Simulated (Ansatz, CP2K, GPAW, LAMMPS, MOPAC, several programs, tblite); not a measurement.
# MoS2 from cheap methods to r2SCAN

Aim: run MoS2 through methods of unlike cost and see what each gets, and at what price.

Computed with LAMMPS, MOPAC, tblite, CP2K, Ansatz (versions at each run) (no spin polarisation, static lattice; gaps from single points on the cell relaxed beforehand with r²SCAN+rVV10, unless a step's input says otherwise).

1 further run of the same task is left out (it didn't finish).

## (1) The system as given

Symmetry: P6_3/mmc, No. 194, hexagonal system. Conventional cell: a = 3.173 Å, b = 3.173 Å, c = 12.436 Å, α = 90.00°, β = 90.00°, γ = 120.00°. Mo (site symmetry -6m2) is surrounded by 6 S at 2.40 Å. Around S (site symmetry 3m) lie 3 Mo at 2.40 Å.

Structure file:

```cif
data_structure
_symmetry_space_group_name_H-M 'P 1'
_symmetry_Int_Tables_number 1
_cell_length_a 3.1730
_cell_length_b 3.1730
_cell_length_c 12.4359
_cell_angle_alpha 90.000
_cell_angle_beta 90.000
_cell_angle_gamma 120.000
_cell_volume 108.43
loop_
_atom_site_label
_atom_site_type_symbol
_atom_site_fract_x
_atom_site_fract_y
_atom_site_fract_z
_atom_site_occupancy
Mo1 Mo 0.33333 0.66667 0.25000 1
Mo2 Mo 0.66667 0.33333 0.75000 1
S1 S 0.66667 0.33333 0.37510 1
S2 S 0.66667 0.33333 0.12490 1
S3 S 0.33333 0.66667 0.87510 1
S4 S 0.33333 0.66667 0.62490 1
```

The structure type (2H (MoS2) bulk) is imposed and need not be the compound's stable one.

**Question.** The methods are MoS.rebomos, PM6, PM7, GFN1-xTB (tblite), GFN2-xTB (tblite), PBE/DZVP, PBE/SZV, coarse PBE, PBE, r2SCAN. What gap does r2SCAN give on this cell, and which other methods (full PBE left aside) come nearest to r2SCAN and farthest in gap?

```
                                      quantity                                value
                                        r2SCAN                          gap 1.03 eV
gap: nearest and farthest of the other methods  PBE/DZVP (-0.07 eV), PM7 (+2.60 eV)
```

In words: Among the 6 methods compared for the gap (full PBE left aside), PBE/DZVP is nearest to r2SCAN and PM7 farthest. A minimal basis or a coarse cutoff and mesh shifts results by its own error, so closeness to r2SCAN can be chance. Cluster runs see only the k-points that fold onto the zone centre, so their gaps can miss the band edges. PM6 ended in an unphysical state and is left out of the comparison. No r2SCAN modulus is at hand, so moduli aren't ranked. CPU times run from 0.13 s (MoS.rebomos) to 66 s (PBE/DZVP). On this cell PM6, PM7, PBE/DZVP cost more than r2SCAN itself (21 s), so they are no saving here. r2SCAN is a yardstick, not the truth: it usually gives gaps below the measured ones. Measured gap of MoS2: 1.3 eV (indirect; 300 K; “Multiwavelength excitation Raman Scattering Analysis of bulk and 2 dimensional MoS2: Vibrational properties of atomically thin MoS2 layers”, 2015, arxiv:1506.03228). This calculation gives 1.03 eV (-0.27 eV). That value is r2SCAN's. Of all methods here r2SCAN lies nearest to the measured gap (1.03 eV).
